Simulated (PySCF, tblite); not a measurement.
# C21H13N: electronic excitations, NMR shifts, part 1 of 2

Wanted: electronic excitations, NMR shifts for C21H13N (`c1ccc2c(c1)ccc1c2ccc2c3cnccc3ccc21`).

Programs: tblite 0.8.0 and PySCF 2.14.0, with routines of our own; each step states its level. All values are computed. Atoms count from 0.

## (1) The starting structure

35 atoms, charge 0, multiplicity 1; geometry from: force field, distance geometry or constructed start.

## (2) Relaxing the molecule with GFN2-xTB

What the job is given:

```
{"job": {"kind": "relax", "xc": "GFN2-xTB", "basis": "xTB"}, "charge": 0, "multiplicity": 1}
C     -5.573200     0.314500    -0.385600
C     -4.933900     1.525600    -0.598600
C     -3.530400     1.586200    -0.508900
C     -2.732000     0.457900    -0.223700
C     -3.426600    -0.761800    -0.008000
C     -4.831500    -0.819700    -0.097900
C     -2.711500    -1.915400     0.275800
C     -1.316500    -1.890200     0.370900
C     -0.556400    -0.720300     0.175800
C     -1.289800     0.466000    -0.119800
C     -0.537500     1.636000    -0.316500
C      0.855000     1.657900    -0.223800
C      1.605800     0.512300     0.072700
C      3.053600     0.538400     0.158200
C      3.865100     1.679900    -0.020500
N      5.220100     1.712100     0.070900
C      5.834500     0.552900     0.349900
C      5.155000    -0.639100     0.549400
C      3.757200    -0.641600     0.458800
C      3.056000    -1.824500     0.657600
C      1.657900    -1.842500     0.565400
C      0.888500    -0.694800     0.270600
H     -6.657600     0.260700    -0.439000
H     -5.507800     2.414100    -0.819600
H     -3.085700     2.564500    -0.681500
H     -5.356900    -1.761000     0.068000
H     -3.226400    -2.859400     0.440500
H     -0.845000    -2.840800     0.601400
H     -1.016400     2.583500    -0.547100
H      1.336400     2.621700    -0.388500
H      3.447200     2.647500    -0.253900
H      6.915200     0.598800     0.413700
H      5.713700    -1.537700     0.775400
H      3.576700    -2.753900     0.888100
H      1.190300    -2.808400     0.729700
```

The run is started by

```bash
$ OMP_NUM_THREADS=1 python large_run.py task.json out
```

One launch serves the whole session: the jobs run in the order shown.

Output:

```text
step      E/eV     max force
  0   -1483.58633    2.696
  1   -1483.80842    1.148
  2   -1483.84276    0.316
  3   -1483.85198    0.214
  4   -1483.87533    0.267
  5   -1483.88906    0.296
  6   -1483.90512    0.267
  7   -1483.91682    0.176
  8   -1483.92578    0.158
  9   -1483.93154    0.152
 10   -1483.93632    0.102
 11   -1483.94005    0.091
 12   -1483.94211    0.062
 13   -1483.94307    0.049
 14   -1483.94369    0.049
 15   -1483.94416    0.041
 16   -1483.94447    0.027
 17   -1483.94465    0.022
 18   -1483.94477    0.019
```

It took 0.46 s on 1 thread of Arm Neoverse V1, shared host; peak memory 0.18 GiB.

The steps of the relaxation:

```csv
step,energy from step 0 (eV),largest force (eV/Å)
0,0.0000,2.6959
1,-0.2221,1.1483
2,-0.2564,0.3164
3,-0.2656,0.2140
4,-0.2890,0.2671
5,-0.3027,0.2960
6,-0.3188,0.2670
7,-0.3305,0.1761
8,-0.3394,0.1584
9,-0.3452,0.1521
10,-0.3500,0.1017
11,-0.3537,0.0912
12,-0.3558,0.0622
13,-0.3567,0.0484
14,-0.3574,0.0485
15,-0.3578,0.0408
16,-0.3581,0.0272
17,-0.3583,0.0213
18,-0.3584,0.0184
```

Distances of close pairs at the start and the end, largest changes first:

```
   bond  before (Å)  after (Å)  change (Å)
C14–N15       1.358      1.309      -0.050
C19–C20       1.401      1.355      -0.047
  C6–C7       1.398      1.354      -0.045
  C1–C2       1.408      1.373      -0.035
C10–C11       1.396      1.362      -0.033
  C4–C6       1.387      1.417      +0.030
C18–C19       1.389      1.417      +0.027
  C0–C5       1.385      1.369      -0.016
```

The end geometry stands in the next job.

## (3) Electronic excitations: TDDFT B3LYP/def2-SVP

What the job is given:

```
{"job": {"kind": "uv", "basis": "def2-SVP", "grid": 1, "kgrid": 0, "vcut": 1.5, "nstates": 6, "ntriplets": 2, "tda": false, "delta": ["ip_vertical"], "pop": true, "xc": "B3LYP"}, "charge": 0, "multiplicity": 1}
C     -5.511028     0.311518    -0.377911
C     -4.844464     1.521214    -0.586280
C     -3.475880     1.591025    -0.507566
C     -2.699296     0.454617    -0.216668
C     -3.384611    -0.765714    -0.007443
C     -4.785895    -0.814132    -0.093043
C     -2.642613    -1.936145     0.287772
C     -1.291790    -1.909237     0.374857
C     -0.554129    -0.710588     0.174652
C     -1.261180     0.474792    -0.121838
C     -0.519812     1.659925    -0.318591
C      0.839318     1.682711    -0.229073
C      1.578512     0.518324     0.065232
C      3.013973     0.534652     0.160339
C      3.811686     1.681557    -0.024215
N      5.117505     1.700383     0.061227
C      5.758684     0.562919     0.342589
C      5.109837    -0.627087     0.546179
C      3.707789    -0.662067     0.457877
C      2.972697    -1.856764     0.657075
C      1.621091    -1.863216     0.565761
C      0.875988    -0.688168     0.268598
H     -6.588497     0.269571    -0.442479
H     -5.415973     2.409781    -0.811379
H     -3.002983     2.545718    -0.675739
H     -5.279159    -1.761533     0.072082
H     -3.181755    -2.859570     0.443649
H     -0.777383    -2.827741     0.602727
H     -1.031769     2.580689    -0.546626
H      1.355391     2.615775    -0.387725
H      3.369242     2.640729    -0.255239
H      6.836305     0.639326     0.400508
H      5.652544    -1.533052     0.772341
H      3.513793    -2.764252     0.883879
H      1.107001    -2.796428     0.724692
```

Level: TDDFT B3LYP/def2-SVP, vertical, gas phase, core orbitals frozen in the response, virtual orbitals cut by energy.

Output:

```text
start: PBE on a coarse grid of 30180 points
cycle   1  E = -860.8375047359  dE =  3.646e+00  |g| = 6.965e-01  |ddm| = 9.012e+00
cycle   2  E = -860.7666021541  dE =  7.090e-02  |g| = 8.818e-01  |ddm| = 2.535e+00
cycle   3  E = -860.9720458396  dE = -2.054e-01  |g| = 2.318e-01  |ddm| = 1.537e+00
cycle   4  E = -860.9833843128  dE = -1.134e-02  |g| = 1.030e-01  |ddm| = 4.058e-01
cycle   5  E = -860.9862160270  dE = -2.832e-03  |g| = 3.742e-02  |ddm| = 2.058e-01
cycle   6  E = -860.9865987480  dE = -3.827e-04  |g| = 9.901e-03  |ddm| = 5.287e-02
final grid: 132803 points
cycle   7  E = -862.2392081681  dE = -6.861e-03  |g| = 3.243e-02  |ddm| = 4.975e-01
cycle   8  E = -862.2386709219  dE =  5.372e-04  |g| = 5.596e-02  |ddm| = 1.376e-01
cycle   9  E = -862.2394961838  dE = -8.253e-04  |g| = 1.019e-02  |ddm| = 8.579e-02
cycle  10  E = -862.2395223075  dE = -2.612e-05  |g| = 2.866e-03  |ddm| = 1.725e-02
cycle  11  E = -862.2395246258  dE = -2.318e-06  |g| = 1.527e-03  |ddm| = 5.238e-03
cycle  12  E = -862.2395260478  dE = -1.422e-06  |g| = 2.760e-04  |ddm| = 2.214e-03
cycle  13  E = -862.2395261485  dE = -1.007e-07  |g| = 1.375e-04  |ddm| = 5.939e-04
cycle  14  E = -862.2395251729  dE =  9.756e-07  |g| = 2.993e-05  |ddm| = 3.611e-04
converged SCF energy = -862.2395251729
Vertical ionisation energy (delta-SCF) = 7.4030 eV   <S^2> = 0.761

Static polarisability (au): isotropic 256.549, principal 87.352 232.013 450.281

Singlet excitations
state   eV       nm        f      main configurations
  1   3.6333    341.2   0.00789   H->L+1 0.43, H-1->L 0.33, H->L 0.17
  2   3.7497    330.7   0.13964   H->L 0.69, H->L+1 0.11, H-1->L 0.08
  3   4.1465    299.0   0.00094   H-2->L 0.73, H-2->L+1 0.17
  4   4.2197    293.8   0.07497   H-1->L 0.38, H->L+1 0.32, H-1->L+2 0.14
  5   4.2436    292.2   0.08875   H->L+2 0.44, H-1->L+1 0.31
  6   4.4229    280.3   0.22299   H-1->L+2 0.32, H-3->L+1 0.20, H-1->L+1 0.10

Triplet excitations (Tamm-Dancoff, eV): 2.8362 3.1759
```

Wall time 2.4 min (1 thread of Arm Neoverse V1, shared host); peak memory 0.66 GiB.

The orbitals next to the gap, with their largest atomic shares:

```
orbital     eV                         atoms
 HOMO−4  -7.32   C3 11 %, C17 11 %, C16 11 %
 HOMO−3  -6.90    C20 14 %, C7 12 %, C1 12 %
 HOMO−2  -6.85    N15 67 %, C14 7 %, C16 7 %
 HOMO−1  -6.23     C12 12 %, C9 10 %, C0 9 %
   HOMO  -5.99     C6 13 %, C11 11 %, C7 9 %
   LUMO  -1.76  C19 13 %, C10 11 %, C20 10 %
 LUMO+1  -1.57      C9 13 %, C12 9 %, C2 9 %
 LUMO+2  -1.12     C7 15 %, C20 10 %, C1 9 %
 LUMO+3  -0.48    C2 12 %, C5 12 %, C14 11 %
```

With each of the 6 states as a Gaussian band of 0.4 eV half-width at 1/e, the curve within the window shown has maxima at 288 nm (ε 16,000) L/(mol cm). Beyond the last state computed it falls off for lack of states. The curve at chosen wavelengths:

| nm | ε (L/mol/cm) |
| --- | --- |
| 263 | 6643 |
| 269 | 9820 |
| 275 | 12718 |
| 281 | 14723 |
| 286 | 15487 |
| 292 | 15370 |
| 298 | 14444 |
| 304 | 13129 |
| 310 | 11767 |
| 316 | 10538 |
| 321 | 9641 |
| 327 | 8673 |
| 333 | 7755 |
| 339 | 6834 |
| 345 | 5896 |
| 351 | 4960 |
| 356 | 4206 |
| 362 | 3365 |
| 368 | 2621 |
| 374 | 1991 |
| 380 | 1477 |
| 386 | 1073 |
| 391 | 810 |
| 397 | 568 |
| 403 | 392 |
| 409 | 267 |

Leading natural transition orbitals of singlet state 6: the hole lies on 4 C atoms about 9 % each; 4 C atoms about 7 % each; the particle on C21 11 %; 5 C atoms about 7 % each.

Leading natural transition orbitals of singlet state 1: the hole lies on C6, C11 about 12 % each; C8, C9 about 9 % each; C2, C5, C7 about 6 % each; the particle on C12 13 %; 4 C atoms about 8 % each.

Further results of this job:

```
           property  computed
  dipole moment (D)      2.71
polarisability (Å³)     38.02
 HOMO–LUMO gap (eV)      4.22
      −ε(HOMO) (eV)      5.99
```

Orbitals, density, ELF and potential are computed afterwards from the orbital file.

Frontier orbitals at B3LYP/def2-SVP, with the share of their density that lies nearest to each atom:

```
orbital  energy (eV)                                                                    lies on
   HOMO        -5.99  C6, C11 about 10 % each; C7, C19 about 8 % each; 5 C atoms about 6 % each
   LUMO        -1.76                                     C10, C19, C20 about 10 % each; N15 6 %
```

ELF in a plane through or near 35 of the atoms.

Ten even steps from ' ' (0.00) to '@' (1.00):
```
                                                        
                                                        
                                                        
                --##  ::##    **    ++    ....          
          ****  ##@@  ##@@..--@@--..@@==  %%@@::        
          %%@@--%%@@  %%@@--**@@++--@@##..@@@@**        
          ##++##..##  ++++++--@@::--@@++++@@@@..        
    --%%++====%%--##..==--++::**....==..------          
    %%@@@@::**::**==##==%%--++##**++@@++++@@==####      
    ##@@@@::##..++--%%--++..--::##==::..::..**@@@@--    
      ..  ++++%%==##..++++##--%%::==%%++++@@**@@@@..    
        ..%%==%%::##..++==##--**  --==++::==....::      
        ##@@@@..##::%%..%%::******==%%==**@@**          
        ##@@##  ##==%%--##  ++++%%**==..**@@@@          
        ..++  ==@@@@--%%@@..@@@@==**@@++..@@@@          
              ##@@%%  %%@@  @@@@  ##@@@@  ::..          
              --%%--  --%%  %%##  ::@@%%                
                                    ::                  
                                                        
                                                        
```
The map spans 18.9 Å across and 11.1 Å up, centred on the molecule. Atoms in the plane (x, y in Å): C0 (5.5, 0.2), C1 (4.9, 1.5), C2 (3.5, 1.6), C3 (2.7, 0.4), C4 (3.4, -0.8), C5 (4.8, -0.9), C6 (2.6, -2.0), C7 (1.2, -2.0), C8 (0.5, -0.7), C9 (1.3, 0.5), C10 (0.6, 1.7), C11 (-0.8, 1.7), C12 (-1.6, 0.6), C13 (-3.0, 0.6), C14 (-3.8, 1.8), N15 (-5.1, 1.8), C16 (-5.8, 0.7), C17 (-5.1, -0.6), C18 (-3.7, -0.6), C19 (-3.0, -1.8), C20 (-1.7, -1.9), C21 (-0.9, -0.7), H22 (6.6, 0.2), H23 (5.5, 2.4), H24 (3.1, 2.5), H25 (5.2, -1.9), H26 (3.1, -3.0), H27 (0.7, -2.9), H28 (1.1, 2.6), H29 (-1.3, 2.7), H30 (-3.3, 2.8), H31 (-6.8, 0.8), H32 (-5.7, -1.5), H33 (-3.6, -2.8), H34 (-1.2, -2.8).

log10 of the density (e/Å³) in the same plane.

Ten even steps from '0' (-4.0) to '9' (1.2):
```
0000000000000000000000000000
0000000000000000000000000000
0000000122122112111101100000
0000023344334334333323210000
0000245466556556555545431000
0001357677568668668667642000
0023469887568888668778642000
0135678897678898668888643100
0146888678788778778778764200
0146788679898679888668875310
0024579897678788678778765300
0013578797679897679898643200
0003577679888678778778632000
0002465579897579898667531000
0001244577678578778655420000
0000122466567566567533210000
0000001344344444345421100000
0000000122122222223210000000
0000000000000010001000000000
0000000000000000000000000000
```
The map spans 18.9 Å across and 11.1 Å up, centred on the molecule. Atoms in the plane (x, y in Å): C0 (5.5, 0.2), C1 (4.9, 1.5), C2 (3.5, 1.6), C3 (2.7, 0.4), C4 (3.4, -0.8), C5 (4.8, -0.9), C6 (2.6, -2.0), C7 (1.2, -2.0), C8 (0.5, -0.7), C9 (1.3, 0.5), C10 (0.6, 1.7), C11 (-0.8, 1.7), C12 (-1.6, 0.6), C13 (-3.0, 0.6), C14 (-3.8, 1.8), N15 (-5.1, 1.8), C16 (-5.8, 0.7), C17 (-5.1, -0.6), C18 (-3.7, -0.6), C19 (-3.0, -1.8), C20 (-1.7, -1.9), C21 (-0.9, -0.7), H22 (6.6, 0.2), H23 (5.5, 2.4), H24 (3.1, 2.5), H25 (5.2, -1.9), H26 (3.1, -3.0), H27 (0.7, -2.9), H28 (1.1, 2.6), H29 (-1.3, 2.7), H30 (-3.3, 2.8), H31 (-6.8, 0.8), H32 (-5.7, -1.5), H33 (-3.6, -2.8), H34 (-1.2, -2.8).

On the surface of density 0.002 e/bohr³ the electrostatic potential runs, from the 1st to the 99th percentile, from -1.62 V near N15 to 1.05 V near H34.

(Continued in part 2 of 2.)
